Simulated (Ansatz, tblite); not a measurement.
# The cluster CaH₂O₂: one state, many levels

One table from this session's results is given with a row withheld; the runs are named, their logs left out.

Computed with Ansatz 0.2.0, Gaussian basis. Level: as each input shows.

The runs, in order: GFN1-xTB, GFN2-xTB, PBE-D4/def2-TZVP, r2SCAN-D4/def2-TZVP, B97M-V/def2-TZVP, LC-ωPBE/def2-TZVP, PBE-QIDH/def2-TZVP, CAM-B3LYP-D4/def2-TZVP, BHLYP-D4/def2-TZVP, r2SCAN0-D4/def2-TZVP, HF/def2-TZVP, PBE-D4/def2-SVP, PBE0-D4/def2-SVP, HF/6-31G, B3LYP-D4/6-31G, PBE0-D4/def2-TZVPD, PBE-D4/def2-TZVPD, r2SCAN-D4/def2-TZVPD, CCSD(T)/def2-TZVPP, MP2/def2-TZVP, RPA/def2-TZVP, CCSD(T)/def2-TZVPD.

### The relaxed structure

The singlet was relaxed beforehand with PBE0-D4/def2-TZVP. At that level it is the lowest of the isomers that a small search found.

5 atoms, charge 0, spin multiplicity 1.

Bond lengths: Ca1–O2 2.027 Å, Ca1–O3 2.027 Å, O2–H5 0.952 Å, O3–H4 0.952 Å. Angles: O2–Ca1–O3 169.0°, Ca1–O2–H5 177.3°, Ca1–O3–H4 177.3°.

PBE0-D4/def2-TZVP was run before; its log isn't repeated, and its numbers join the tables.

The first run:

Tight binding, by tblite at 300 K electronic temperature and without a spin-polarisation term:

```python
tblite.interface.Calculator('GFN1-xTB', numbers, positions, charge=0, uhf=0).singlepoint()
```

Tight binding, by tblite at 300 K electronic temperature and without a spin-polarisation term:

```python
tblite.interface.Calculator('GFN2-xTB', numbers, positions, charge=0, uhf=0).singlepoint()
```

start.molden holds the orbitals of an earlier run on this state, given as this run's starting guess.

Contents of in.yaml:

```yaml
crystal:
  periodic: [false, false, false]
  atoms:
    - {symbol: Ca, position_ang: [-0.180221, -0.104613, -0.027640]}
    - {symbol: O, position_ang: [1.023409, -1.705459, -0.338248]}
    - {symbol: O, position_ang: [-1.050515, 1.689718, 0.334133]}
    - {symbol: H, position_ang: [-1.417785, 2.550881, 0.509159]}
    - {symbol: H, position_ang: [1.625102, -2.430527, -0.477413]}
basis:
  gaussian: {orbitals: def2-TZVP, initial_orbitals: start.molden}
hamiltonian: {xc: pbe, dispersion: d4}
scf: {omitted_lower_state_checks: [starts]}
output: {forces: true, orbitals: {seedname: orbitals}}
```

Run with:

```bash
$ ansatz run in.yaml --threads 4 --pin off --events-out ev --progress --plain --max-ram 3916MiB
```

Among the steps run: PBE-D4/def2-TZVP; r2SCAN-D4/def2-TZVP; B97M-V/def2-TZVP; LC-ωPBE/def2-TZVP; PBE-QIDH/def2-TZVP; CAM-B3LYP-D4/def2-TZVP; BHLYP-D4/def2-TZVP; r2SCAN0-D4/def2-TZVP; HF/def2-TZVP; PBE-D4/def2-SVP; PBE0-D4/def2-SVP; HF/6-31G; B3LYP-D4/6-31G; PBE0-D4/def2-TZVPD; PBE-D4/def2-TZVPD; r2SCAN-D4/def2-TZVPD; CCSD(T)/def2-TZVPP; MP2/def2-TZVP; RPA/def2-TZVP; CCSD(T)/def2-TZVPD.

One of the session's tables, all rows but one given; the rest of the session is left out.

| level | HOMO (eV) | gap (eV) |
| --- | --- | --- |
| HF/6-31G | -10.61 | 11.42 |
| HF/def2-TZVP | ? | ? |
| PBE-D4/def2-SVP | -5.13 | 3.47 |
| PBE-D4/def2-TZVP | -5.52 | 3.74 |
| PBE-D4/def2-TZVPD | -5.66 | 3.82 |
| r2SCAN-D4/def2-TZVP | -5.79 | 4.65 |
| r2SCAN-D4/def2-TZVPD | -5.90 | 4.74 |
| B97M-V/def2-TZVP | -5.83 | 4.22 |
| B3LYP-D4/6-31G | -6.08 | 4.87 |
| PBE0-D4/def2-SVP | -6.74 | 5.70 |
| PBE0-D4/def2-TZVP | -7.07 | 5.94 |
| PBE0-D4/def2-TZVPD | -7.18 | 6.01 |
| r2SCAN0-D4/def2-TZVP | -7.29 | 6.56 |
| BHLYP-D4/def2-TZVP | -8.61 | 7.88 |
| CAM-B3LYP-D4/def2-TZVP | -8.60 | 8.03 |
| LC-ωPBE/def2-TZVP | -9.95 | 10.41 |

Q: Estimate the row for HF/def2-TZVP from the others.

The run gave: HOMO (eV): -11.12; gap (eV): 11.72. In the column «HOMO (eV)» it is the lowest.
